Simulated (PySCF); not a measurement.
# C2H7PSiTe: the cost of one run

Programs: PySCF 2.14.0, with routines of our own; each step states its level. All values are computed. Atoms count from 0.

### 1 The system as given

12 atoms, charge 0, multiplicity 1; geometry from: GFN2-xTB.

### 2 Optimising the geometry at PBE0-D3(BJ)/def2-SVP

Job settings and geometry (Å):

```
{"job": {"xc": "PBE0", "basis": "def2-SVP", "d3": "d3bj", "grid": 1, "maxiter": 30, "shake": 0.01, "kind": "geom"}, "charge": 0, "multiplicity": 1}
Si     1.702500     0.547590     0.394610
C      0.053790    -0.403320     0.410800
C     -0.586200    -0.836930    -0.927110
P     -1.534750     0.337530     0.036710
Te    -3.575280    -0.133330     1.082610
H      1.895680     1.150600     1.714420
H      1.574490     1.626510    -0.618960
H      2.761450    -0.354820     0.015830
H     -0.020590    -1.148570     1.212390
H     -0.079710    -0.505700    -1.816080
H     -0.947320    -1.854510    -0.968820
H     -1.204380     1.546700    -0.545420
```

Command:

```
$ OMP_NUM_THREADS=1 python heavy_run.py task.json out
```

The driver reads the jobs from task.json and runs them one after another.

Q: Estimate the wall time and peak memory of this first job on 1 thread of Intel Xeon Platinum 8559C, shared host.

About 31 s, with a peak of 0.55 GiB.
